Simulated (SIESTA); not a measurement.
The system is MgMnCoO4.

```
CELL_PARAMETERS angstrom
5.25377 0.00000 0.00000
0.00000 2.96979 0.00000
-1.91952 0.00000 5.28213
ATOMIC_POSITIONS crystal
Co 0.49027 0.00000 0.47727
Mn 0.02324 0.50000 0.53719
Mg 0.85423 0.50000 0.05202
O 0.79476 0.00000 0.28697
O 0.22822 0.50000 0.30970
O 0.75042 0.50000 0.69196
O 0.22136 0.00000 0.71990
```

The cell comes from a database or a generator and needn't be the stable form of this composition.

Base run:

- Program: SIESTA 5.4.2
- Functional: PBE
- Potentials or basis: PseudoDojo 0.4 standard (PBE files)
- Basis: DZP (energy shift 0.003 Ry; two zetas on semicore shells)
- Grid cutoff: 800 Ry
- Energy shift: 0.003 Ry
- k mesh: 6 × 9 × 5
- Occupations: fermi-dirac, width 0.05 eV
- Spin: collinear spin, ferromagnetic start
- Starting moments: [2.0, 4.0, 0.0, 0.0, 0.0, 0.0, 0.0] μB

Its results: band gap on the k mesh none (metal or under the smearing width); pressure -2.5 GPa; net moment 6.00 μB per cell; site moments Co +2.67; Mn +2.84; Mg +0.02; O +0.05, +0.19, +0.16, +0.08 μB; largest force 0.626 eV/Å.

**Question.** The run is repeated on the same cell with these changes: functional from PBE to PBEsol; potentials or basis from PseudoDojo 0.4 standard (PBE files) to PseudoDojo 0.4 standard (PBEsol files). What comes out?

**Answer.** Band gap on the k mesh none (metal or under the smearing width); pressure -8.5 GPa; net moment 5.95 μB per cell; site moments Co +2.65; Mn +2.78; Mg +0.02; O +0.05, +0.19, +0.17, +0.09 μB; largest force 0.644 eV/Å.

Caveats: short orbitals over semicore shells can move pressures by several GPa; the basis of atomic orbitals isn't converged, which shifts pressures, moduli and gaps; semilocal functionals often make such compounds metallic where correlation or magnetic order opens a gap, which also shifts bond lengths; only a ferromagnetic start was run, and an antiferromagnetic order may lie lower in energy.
